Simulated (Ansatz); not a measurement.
# SnO2: the cost of one run

Program: Ansatz 0.2.0. Level of theory: DFT r2SCAN, scalar-relativistic, plane waves, PAW. These are calculated values, not measurements.

1 further run of the same task is left out (set aside as unsound or not needed).

## 1. The structure to begin with

It takes space group P4_2/mnm (No. 136, tetragonal). Conventional cell: a = 4.760 Å, b = 4.760 Å, c = 3.201 Å, α = 90.00°, β = 90.00°, γ = 90.00°. Around Sn (site symmetry mmm) lie 6 O at 2.06 to 2.07 Å. O (site symmetry m2m) is surrounded by 3 Sn at 2.06 to 2.07 Å.

As a file:

```
CELL_PARAMETERS angstrom
4.76022 0.00000 0.00000
0.00000 4.76022 0.00000
0.00000 0.00000 3.20057
ATOMIC_POSITIONS crystal
Sn 0.00000 0.00000 0.00000
Sn 0.50000 0.50000 0.50000
O 0.30589 0.30589 0.00000
O 0.19411 0.80589 0.50000
O 0.69411 0.69411 0.00000
O 0.80589 0.19411 0.50000
```

This cell was relaxed beforehand with the same method: volume 12.09 Å³/atom, gap on the mesh 1.77 eV.

## 2. The reference cell

Reference values: F = -14352.4280 eV; pressure -0.01 GPa; largest force 0.002 eV/Å; gap on the mesh 1.77 eV. It was computed beforehand with the settings of the runs below.

## 3. Zone-centre phonons by finite displacements

input.yaml reads:

```yaml
crystal:
  lattice:
    - [4.7602164758, 0.0, 0.0]
    - [0.0, 4.7602164758, 0.0]
    - [0.0, 0.0, 3.2005650987]
  atoms:
    - { symbol: Sn, position: [0.0, 0.0, 0.0] }
    - { symbol: Sn, position: [0.5, 0.5, 0.5] }
    - { symbol: O, position: [0.3058934984, 0.3058934984, 0.0] }
    - { symbol: O, position: [0.1941065016, 0.8058934984, 0.5] }
    - { symbol: O, position: [0.6941065016, 0.6941065016, 0.0] }
    - { symbol: O, position: [0.8058934984, 0.1941065016, 0.5] }
basis:
  ecutwfc: 500
kpoints:
  mp_grid: { grid: [6, 6, 8] }
hamiltonian:
  xc: r2scan
scf:
  occupations: { method: gaussian, width: 0.05 }
output:
  eigenvalues: true
phonons:
  method: fd
  supercell: [1, 1, 1]
  amplitude: 0.02
  eigenvectors: true
  dielectric: false
```

The run is started by

```sh
$ ansatz run input.yaml --threads 2 --pin off --max-ram 5120MiB --backend cpu --events-out ev --progress --plain --runs-dir out
```

**Question.** How long does this run take on 2 threads of Arm Neoverse V2, shared host, and how much memory does it need?

About 1.7 min, with a peak of 0.96 GiB.
